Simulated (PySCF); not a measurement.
# C₃H₅NOSi: electronic excitations and core binding energies

Wanted: the electronic excitations and core binding energies of C₃H₅NOSi (`N#C[C@@H]([SiH3])C=O`), by calculation.

The runs use PySCF 2.14.0, with density-fitted response routines of our own; the level of theory stands in each step. All values are computed, except where a source is named. Atoms count from 0, in the outputs and in this text.

## (1) Starting geometry

11 atoms, charge 0, multiplicity 1; geometry from: GFN2-xTB.

Bonds of the start (Å): N0–C1 1.14, C1–C2 1.43, C2–Si3 1.95, C2–C4 1.49, C4–O5 1.20, C2–H6 1.09, Si3–H7 1.46, Si3–H8 1.46, Si3–H9 1.46, C4–H10 1.11.

## (2) Ultraviolet spectrum: PBE0/def2-SVPD

Job settings and geometry (Å):

```
{"job": {"kind": "uv", "xc": "PBE0", "basis": "def2-SVPD", "nstates": 8, "ntriplets": 3}, "charge": 0, "multiplicity": 1}
N      0.951197     2.489731    -0.761800
C      0.679282     1.519003    -0.220314
C      0.333874     0.300744     0.436003
Si    -1.412983    -0.288318    -0.198519
C      1.286816    -0.803906     0.147873
O      1.498047    -1.726047     0.886534
H      0.249368     0.460207     1.513986
H     -2.326030     0.810801     0.102379
H     -1.305159    -0.524485    -1.635611
H     -1.719574    -1.502259     0.548365
H      1.770588    -0.732802    -0.844862
```

Method: TDDFT PBE0/def2-SVPD, vertical, gas phase, core orbitals frozen in the response.

Launch:

```bash
$ OMP_NUM_THREADS=1 python probes_run.py task.json out
```

The driver reads the jobs from task.json and runs them one after another.

Standard output:

```text
coarse grid: 10136 points
cycle   1  E = -535.8677193964  dE =  7.842e-01  |g| = 8.114e-01  |ddm| = 4.266e+00
cycle   2  E = -535.2251122668  dE =  6.426e-01  |g| = 1.942e+00  |ddm| = 4.265e+00
cycle   3  E = -536.0106122966  dE = -7.855e-01  |g| = 9.420e-02  |ddm| = 3.401e+00
cycle   4  E = -536.0117770071  dE = -1.165e-03  |g| = 7.004e-02  |ddm| = 2.190e-01
cycle   5  E = -536.0127555451  dE = -9.785e-04  |g| = 3.146e-02  |ddm| = 9.857e-02
cycle   6  E = -536.0129645833  dE = -2.090e-04  |g| = 4.756e-03  |ddm| = 3.954e-02
cycle   7  E = -536.0129689223  dE = -4.339e-06  |g| = 1.657e-03  |ddm| = 8.476e-03
final grid: 94616 points
cycle   8  E = -536.0867270898  dE =  1.890e-06  |g| = 1.164e-02  |ddm| = 6.556e-02
cycle   9  E = -536.0866406399  dE =  8.645e-05  |g| = 2.404e-02  |ddm| = 3.905e-02
cycle  10  E = -536.0867533878  dE = -1.127e-04  |g| = 1.548e-03  |ddm| = 2.723e-02
cycle  11  E = -536.0867538638  dE = -4.761e-07  |g| = 4.740e-04  |ddm| = 2.287e-03
cycle  12  E = -536.0867539100  dE = -4.612e-08  |g| = 1.279e-04  |ddm| = 5.896e-04
cycle  13  E = -536.0867539139  dE = -3.969e-09  |g| = 2.370e-05  |ddm| = 2.184e-04
cycle  14  E = -536.0867539141  dE = -1.398e-10  |g| = 5.615e-06  |ddm| = 5.212e-05
converged SCF energy = -536.0867539141

Static polarisability (au): isotropic 68.389, principal 55.677 68.698 80.791

Singlet excitations
state   eV       nm        f      main configurations
  1   4.3057    288.0   0.00132   H->L 0.95
  2   6.5250    190.0   0.05279   H-1->L 0.91
  3   6.7808    182.8   0.01573   H->L+1 0.97
  4   7.0009    177.1   0.00735   H->L+2 0.77
  5   7.2607    170.8   0.00009   H-2->L 0.90
  6   7.4643    166.1   0.02282   H->L+3 0.68, H->L+2 0.12
  7   7.6300    162.5   0.00676   H-1->L+3 0.33, H-1->L+1 0.26, H-1->L+2 0.12
  8   7.8052    158.8   0.01276   H->L+4 0.25, H-4->L 0.24, H-3->L 0.19

Triplet excitations (Tamm-Dancoff, eV): 3.6844 5.5026 6.1974
```

Run time: 17 s. Hardware: 1 thread of Arm Neoverse V1, shared host; peak memory 0.69 GiB.

The orbitals next to the gap, with their largest atomic shares:

```tsv
orbital	eV	atoms
HOMO−3	-10.65	N0 69 %, C1 16 %, Si3 4 %
HOMO−2	-10.19	N0 46 %, C1 36 %, C2 6 %
HOMO−1	-9.38	N0 31 %, C1 21 %, C2 16 %
HOMO	-8.24	O5 56 %, C4 15 %, C2 10 %
LUMO	-1.69	C4 37 %, O5 31 %, Si3 9 %
LUMO+1	-0.37	Si3 37 %, C2 10 %, H8 10 %
LUMO+2	0.03	Si3 26 %, N0 18 %, C1 14 %
```

With each of the 8 states as a Gaussian band of 0.4 eV half-width at 1/e, the curve within the window shown has maxima at 288 nm (ε 53), 188 nm (ε 2,700), 164 nm (ε 1,600) L/(mol cm). Beyond the last state computed it falls off for lack of states. The curve at chosen wavelengths:

```json
{"nm": "153", "ε (L/mol/cm)": "432"}
{"nm": "160", "ε (L/mol/cm)": "1322"}
{"nm": "167", "ε (L/mol/cm)": "1496"}
{"nm": "175", "ε (L/mol/cm)": "1383"}
{"nm": "182", "ε (L/mol/cm)": "2214"}
{"nm": "189", "ε (L/mol/cm)": "2686"}
{"nm": "196", "ε (L/mol/cm)": "1865"}
{"nm": "204", "ε (L/mol/cm)": "646"}
{"nm": "211", "ε (L/mol/cm)": "159"}
{"nm": "218", "ε (L/mol/cm)": "27"}
{"nm": "225", "ε (L/mol/cm)": "4"}
{"nm": "233", "ε (L/mol/cm)": "0"}
{"nm": "240", "ε (L/mol/cm)": "1"}
{"nm": "247", "ε (L/mol/cm)": "2"}
{"nm": "254", "ε (L/mol/cm)": "7"}
{"nm": "262", "ε (L/mol/cm)": "17"}
{"nm": "269", "ε (L/mol/cm)": "30"}
{"nm": "276", "ε (L/mol/cm)": "43"}
{"nm": "283", "ε (L/mol/cm)": "52"}
{"nm": "291", "ε (L/mol/cm)": "53"}
{"nm": "298", "ε (L/mol/cm)": "47"}
{"nm": "305", "ε (L/mol/cm)": "37"}
{"nm": "312", "ε (L/mol/cm)": "27"}
{"nm": "320", "ε (L/mol/cm)": "17"}
{"nm": "327", "ε (L/mol/cm)": "10"}
{"nm": "334", "ε (L/mol/cm)": "6"}
```

Further results of this job:

```tsv
property	computed
dipole moment (D)	2.79
polarisability (Å³)	10.13
HOMO–LUMO gap (eV)	6.55
−ε(HOMO) (eV)	8.24
```

## (3) Core holes by ΔSCF: SCAN, X2C

Settings changed since step 2:

```diff
@@ -1,2 +1,2 @@
-{"job": {"kind": "uv", "xc": "PBE0", "basis": "def2-SVPD", "nstates": 8, "ntriplets": 3}, "charge": 0, "multiplicity": 1}
+{"job": {"kind": "xps"}, "charge": 0, "multiplicity": 1}
 N      0.951197     2.489731    -0.761800
```

Method: delta-SCF UKS SCAN, pcX-2 on the ionised atom, pcseg-1 elsewhere, spin-free X2C.

Standard output:

```text
ground state, core basis on atom 0 (N), 144 functions
  cycle   1  E = -537.15446438  |g| = 7.80e-01
  cycle   2  E = -536.30750973  |g| = 2.11e+00
  cycle   3  E = -537.27492612  |g| = 1.98e-01
  cycle   4  E = -537.28223261  |g| = 1.10e-01
  cycle   5  E = -537.28401296  |g| = 7.37e-02
  cycle   6  E = -537.28517178  |g| = 9.37e-03
  cycle   7  E = -537.28518951  |g| = 3.76e-03
  cycle   8  E = -537.28519272  |g| = 5.99e-04
  cycle   9  E = -537.28519342  |g| = 1.56e-04
  E(ground) = -537.32574464 Eh
hole in N 1s of atom 0
  cycle   1  E = -521.68771790  |g| = 1.84e+00
  cycle   2  E = -518.35007642  |g| = 2.83e+00
  cycle   3  E = -521.60034154  |g| = 1.25e+00
  cycle   4  E = -522.19891397  |g| = 6.99e-01
  cycle   5  E = -522.31056442  |g| = 4.19e-01
  cycle   6  E = -522.38963989  |g| = 1.08e-01
  cycle   7  E = -522.39396380  |g| = 4.32e-02
  cycle   8  E = -522.39473468  |g| = 1.38e-02
  cycle   9  E = -522.39488051  |g| = 5.49e-03
  cycle  10  E = -522.39491914  |g| = 3.14e-03
  cycle  11  E = -522.39493660  |g| = 1.48e-03
  cycle  12  E = -522.39493806  |g| = 5.46e-04
  cycle  13  E = -522.39493904  |g| = 2.07e-04
  E(ion) = -522.43512295 Eh   <S^2> = 0.8030   hole on atom = 1.000   binding energy = 405.194 eV
ground state, core basis on atom 1 (C), 144 functions
  cycle   1  E = -537.27523389  |g| = 5.84e-02
  cycle   2  E = -537.27484365  |g| = 4.59e-02
  cycle   3  E = -537.27448226  |g| = 6.08e-02
  cycle   4  E = -537.27530073  |g| = 8.28e-03
  cycle   5  E = -537.27531573  |g| = 2.56e-03
  cycle   6  E = -537.27531692  |g| = 3.28e-04
  E(ground) = -537.31975183 Eh
hole in C 1s of atom 1
  cycle   1  E = -525.98005395  |g| = 1.51e+00
  cycle   2  E = -521.75563977  |g| = 2.88e+00
  cycle   3  E = -524.38706776  |g| = 1.89e+00
  cycle   4  E = -526.36775567  |g| = 6.20e-01
  cycle   5  E = -526.30128454  |g| = 7.19e-01
  cycle   6  E = -526.51392505  |g| = 1.55e-01
  cycle   7  E = -526.52618402  |g| = 3.40e-02
  cycle   8  E = -526.52678174  |g| = 1.56e-02
  cycle   9  E = -526.52698587  |g| = 6.66e-03
  cycle  10  E = -526.52706055  |g| = 4.72e-03
  cycle  11  E = -526.52710919  |g| = 2.38e-03
  cycle  12  E = -526.52712115  |g| = 9.26e-04
  cycle  13  E = -526.52712317  |g| = 2.97e-04
  E(ion) = -526.56925742 Eh   <S^2> = 0.8035   hole on atom = 1.000   binding energy = 292.536 eV
ground state, core basis on atom 2 (C), 144 functions
  cycle   1  E = -537.27257683  |g| = 6.19e-02
  cycle   2  E = -537.27175556  |g| = 6.61e-02
  cycle   3  E = -537.27194072  |g| = 5.94e-02
  cycle   4  E = -537.27272024  |g| = 1.00e-02
  cycle   5  E = -537.27274367  |g| = 2.05e-03
  cycle   6  E = -537.27274409  |g| = 6.73e-04
  cycle   7  E = -537.27274439  |g| = 9.51e-05
  E(ground) = -537.31505879 Eh
hole in C 1s of atom 2
  cycle   1  E = -525.95962923  |g| = 1.52e+00
  cycle   2  E = -524.26868882  |g| = 2.46e+00
  cycle   3  E = -526.09150598  |g| = 1.00e+00
  cycle   4  E = -526.39085484  |g| = 5.74e-01
  cycle   5  E = -526.52851561  |g| = 1.11e-01
  cycle   6  E = -526.52967061  |g| = 9.71e-02
  cycle   7  E = -526.53349024  |g| = 1.57e-02
  cycle   8  E = -526.53361375  |g| = 5.01e-03
  cycle   9  E = -526.53363301  |g| = 1.87e-03
  cycle  10  E = -526.53363943  |g| = 1.22e-03
  cycle  11  E = -526.53364150  |g| = 6.10e-04
  cycle  12  E = -526.53364188  |g| = 2.93e-04
  E(ion) = -526.57426849 Eh   <S^2> = 0.7688   hole on atom = 1.000   binding energy = 292.272 eV
ground state, core basis on atom 3 (Si), 155 functions
  cycle   1  E = -537.36364389  |g| = 2.86e-01
  cycle   2  E = -537.36371992  |g| = 3.40e-02
  cycle   3  E = -537.36372255  |g| = 2.43e-02
  cycle   4  E = -537.36379834  |g| = 7.40e-03
  cycle   5  E = -537.36380853  |g| = 3.06e-03
  cycle   6  E = -537.36381203  |g| = 4.51e-04
  E(ground) = -537.36430021 Eh
hole in Si 1s of atom 3
  cycle   1  E = -468.39912963  |g| = 4.35e+00
  cycle   2  E = -467.24547234  |g| = 2.53e+00
  cycle   3  E = -466.40440523  |g| = 2.15e+00
  cycle   4  E = -469.35333781  |g| = 4.51e-01
  cycle   5  E = -469.31104683  |g| = 5.64e-01
  cycle   6  E = -469.43775998  |g| = 2.08e-01
  cycle   7  E = -469.45902003  |g| = 3.22e-02
  cycle   8  E = -469.45946110  |g| = 1.52e-02
  cycle   9  E = -469.45953011  |g| = 8.82e-03
  cycle  10  E = -469.45956294  |g| = 2.27e-03
  cycle  11  E = -469.45956485  |g| = 6.71e-04
  cycle  12  E = -469.45956523  |g| = 1.87e-04
  E(ion) = -469.46742428 Eh   <S^2> = 0.7526   hole on atom = 1.000   binding energy = 1847.568 eV
hole in Si 2p of atom 3
  cycle   1  E = -533.05580492  |g| = 1.23e+00
  cycle   2  E = -531.89508375  |g| = 1.67e+00
  cycle   3  E = -532.94371328  |g| = 9.68e-01
  cycle   4  E = -533.34983712  |g| = 2.38e-01
  cycle   5  E = -533.34829664  |g| = 2.59e-01
  cycle   6  E = -533.37495371  |g| = 1.11e-01
  cycle   7  E = -533.38045120  |g| = 2.55e-02
  cycle   8  E = -533.38074134  |g| = 5.29e-03
  cycle   9  E = -533.38075623  |g| = 1.87e-03
  cycle  10  E = -533.38075866  |g| = 6.51e-04
  cycle  11  E = -533.38075877  |g| = 2.86e-04
  E(ion) = -533.39197554 Eh   <S^2> = 0.7533   hole on atom = 1.002   binding energy = 108.092 eV
  2p3/2 = 107.858 eV   2p1/2 = 108.481 eV
ground state, core basis on atom 4 (C), 144 functions
  cycle   1  E = -537.27566219  |g| = 5.93e-02
  cycle   2  E = -537.27560502  |g| = 2.67e-02
  cycle   3  E = -537.27521747  |g| = 5.05e-02
  cycle   4  E = -537.27578242  |g| = 7.70e-03
  cycle   5  E = -537.27579977  |g| = 1.19e-03
  cycle   6  E = -537.27579777  |g| = 6.41e-04
  cycle   7  E = -537.27579915  |g| = 1.39e-04
  E(ground) = -537.31807894 Eh
hole in C 1s of atom 4
  cycle   1  E = -525.90894390  |g| = 1.50e+00
  cycle   2  E = -522.76919499  |g| = 2.58e+00
  cycle   3  E = -524.96076681  |g| = 1.69e+00
  cycle   4  E = -526.36762078  |g| = 4.93e-01
  cycle   5  E = -526.27434522  |g| = 6.61e-01
  cycle   6  E = -526.44307315  |g| = 2.02e-01
  cycle   7  E = -526.46424142  |g| = 4.08e-02
  cycle   8  E = -526.46522535  |g| = 8.56e-03
  cycle   9  E = -526.46531806  |g| = 5.23e-03
  cycle  10  E = -526.46536740  |g| = 3.83e-03
  cycle  11  E = -526.46540100  |g| = 2.72e-03
  cycle  12  E = -526.46541526  |g| = 9.59e-04
  cycle  13  E = -526.46541550  |g| = 5.70e-04
  cycle  14  E = -526.46541755  |g| = 2.96e-04
  E(ion) = -526.50557378 Eh   <S^2> = 0.8065   hole on atom = 1.000   binding energy = 294.223 eV
ground state, core basis on atom 5 (O), 144 functions
  cycle   1  E = -537.29933798  |g| = 9.54e-02
  cycle   2  E = -537.29842781  |g| = 7.57e-02
  cycle   3  E = -537.29813682  |g| = 8.61e-02
  cycle   4  E = -537.29951256  |g| = 1.03e-02
  cycle   5  E = -537.29953417  |g| = 4.07e-03
  cycle   6  E = -537.29953827  |g| = 4.75e-04
  E(ground) = -537.33938117 Eh
hole in O 1s of atom 5
  cycle   1  E = -516.67166616  |g| = 2.22e+00
  cycle   2  E = -515.18998709  |g| = 2.47e+00
  cycle   3  E = -516.88847712  |g| = 1.05e+00
  cycle   4  E = -517.30053051  |g| = 6.76e-01
  cycle   5  E = -517.40421100  |g| = 4.60e-01
  cycle   6  E = -517.50301929  |g| = 9.98e-02
  cycle   7  E = -517.50788540  |g| = 3.04e-02
  cycle   8  E = -517.50842488  |g| = 6.97e-03
  cycle   9  E = -517.50844462  |g| = 2.96e-03
  cycle  10  E = -517.50844838  |g| = 9.47e-04
  cycle  11  E = -517.50844769  |g| = 2.40e-04
  E(ion) = -517.54893937 Eh   <S^2> = 0.7671   hole on atom = 1.000   binding energy = 538.525 eV
```

It took 50 s on 1 thread of Arm Neoverse V1, shared host; peak memory 0.45 GiB.

The holes in one table. −ε is the ground-state orbital energy:

```tsv
hole	stands for	environment	ΔSCF (eV; 2p as the shell's mean)	−ε (eV)	⟨S²⟩
N1s on N0	N0	nitrile nitrogen	405.19	386.2	0.803
C1s on C1	C1	nitrile carbon	292.54	275.0	0.804
C1s on C2	C2	sp3 CH bonded to Si, α to a carbonyl	292.27	275.5	0.769
Si1s on Si3	Si3	silicon bonded to C, 3 H	1847.57	1794.4	0.753
Si2p on Si3	Si3	silicon bonded to C, 3 H	108.07	97.3	0.753
C1s on C4	C4	aldehyde carbonyl carbon	294.22	276.9	0.806
O1s on O5	O5	aldehyde oxygen	538.53	517.3	0.767
```

With the spin-orbit splitting: Si3 2p3/2 107.86, 2p1/2 108.48 eV. The table gives each 2p level as the mean over the whole 2p shell (two parts 2p3/2, one part 2p1/2), which differs a little from the single hole in the log.

## (4) Results

| quantity | value |
| --- | --- |
| lowest singlet (PBE0/def2-SVPD) | 4.31 eV (288 nm), f = 0.001 |
| brightest single state of those computed | state 2, 6.53 eV, f = 0.053 |
| lowest triplet | 3.68 eV |
| C1s binding energies, SCAN/pcX-2 | C4 294.22, C1 292.54, C2 292.27 eV |
| N1s binding energies, SCAN/pcX-2 | N0 405.19 eV |
| Si1s binding energies, SCAN/pcX-2 | Si3 1847.57 eV |
| Si2p binding energies, SCAN/pcX-2 | Si3 108.07 eV |
| O1s binding energies, SCAN/pcX-2 | O5 538.53 eV |

In words: The lowest singlet, at 4.31 eV, is HOMO→LUMO 0.95 and is weak; of the 8 states computed, the strongest absorption comes from state 2 at 6.53 eV. The lowest triplet lies 0.62 eV below the lowest singlet (triplets in Tamm-Dancoff, singlets in full TDDFT). C4 (aldehyde carbonyl carbon) binds its C1s electron 1.95 eV more tightly than C2 (sp3 CH bonded to Si, α to a carbonyl).
